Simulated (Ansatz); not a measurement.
# CH₅B₂N: small, medium and large basis sets

Aim: see how fast density functionals converge with the basis set for CH₅B₂N.

Method: one geometry, several basis sets; program: Ansatz 0.2.0, Gaussian basis.

Plan: PBE0-D4/def2-SVP; ωB97M-V/def2-SVP; PBE0-D4/def2-QZVPP; ωB97M-V/def2-QZVPP; the functionals' def2-TZVPP values are taken from earlier runs.

## Step 1: The relaxed structure

All runs share one geometry, relaxed beforehand with PBE0-D4 in a triple-zeta def2 set.

9 atoms, charge 0, spin multiplicity 1.

Atoms are counted from 1 here; the program's logs count them from 0.

Bond lengths: B1–C2 1.561 Å, B1–H5 1.195 Å, B1–H6 1.192 Å, C2–N3 1.258 Å, C2–H7 1.098 Å, N3–B4 1.342 Å, B4–H8 1.197 Å, B4–H9 1.197 Å. Angles: C2–B1–H5 120.2°, C2–B1–H6 118.6°, H5–B1–H6 121.2°, B1–C2–N3 121.4°, B1–C2–H7 121.3°, N3–C2–H7 117.3°, C2–N3–B4 178.6°, N3–B4–H8 118.6°, N3–B4–H9 118.6°, H8–B4–H9 122.8°.

Coordinates:

```tsv
atom	x (Å)	y (Å)	z (Å)
B1	0.7752	1.3258	-0.9050
C2	-0.1833	0.0954	-0.8462
N3	-0.3550	-0.5525	0.2189
B4	-0.5158	-1.2233	1.3701
H5	0.9325	1.9162	-1.9315
H6	1.3413	1.6570	0.0907
H7	-0.7334	-0.2416	-1.7341
H8	0.2140	-2.1433	1.6037
H9	-1.3870	-0.8799	2.1162
```

## Step 2: PBE0-D4 in def2-SVP

Contents of in.yaml:

```yaml
crystal:
  periodic: [false, false, false]
  atoms:
    - {symbol: B, position_ang: [0.775211, 1.325837, -0.905027]}
    - {symbol: C, position_ang: [-0.183316, 0.095422, -0.846153]}
    - {symbol: N, position_ang: [-0.355022, -0.552482, 0.218926]}
    - {symbol: B, position_ang: [-0.515803, -1.223309, 1.370147]}
    - {symbol: H, position_ang: [0.932480, 1.916178, -1.931481]}
    - {symbol: H, position_ang: [1.341331, 1.656991, 0.090719]}
    - {symbol: H, position_ang: [-0.733352, -0.241557, -1.734098]}
    - {symbol: H, position_ang: [0.213972, -2.143313, 1.603737]}
    - {symbol: H, position_ang: [-1.387000, -0.879868, 2.116230]}
basis:
  gaussian: {orbitals: def2-SVP}
hamiltonian: {xc: pbe0, dispersion: d4}
output: {orbitals: {seedname: orbitals}}
```

Run with:

```
> ansatz run in.yaml --threads 2 --pin off --events-out ev --progress --plain --max-ram 4352MiB
```

The runs that follow: ωB97M-V in def2-SVP; PBE0-D4 in def2-QZVPP; ωB97M-V in def2-QZVPP.

Before running them: what should the planned runs give, taken together? Wanted: PBE0-D4: double and triple zeta above quadruple; ωB97M-V: double and triple zeta above quadruple.

As calculated:

| quantity | value |
| --- | --- |
| PBE0-D4: double and triple zeta above quadruple | 4.53, 0.23 eV |
| ωB97M-V: double and triple zeta above quadruple | 4.77, 0.21 eV |

In words: PBE0-D4 gains 4.30 eV from double to triple zeta, then 0.23 eV more. These are total energies; as a rule much of such shifts cancels in differences, which this series doesn't test.
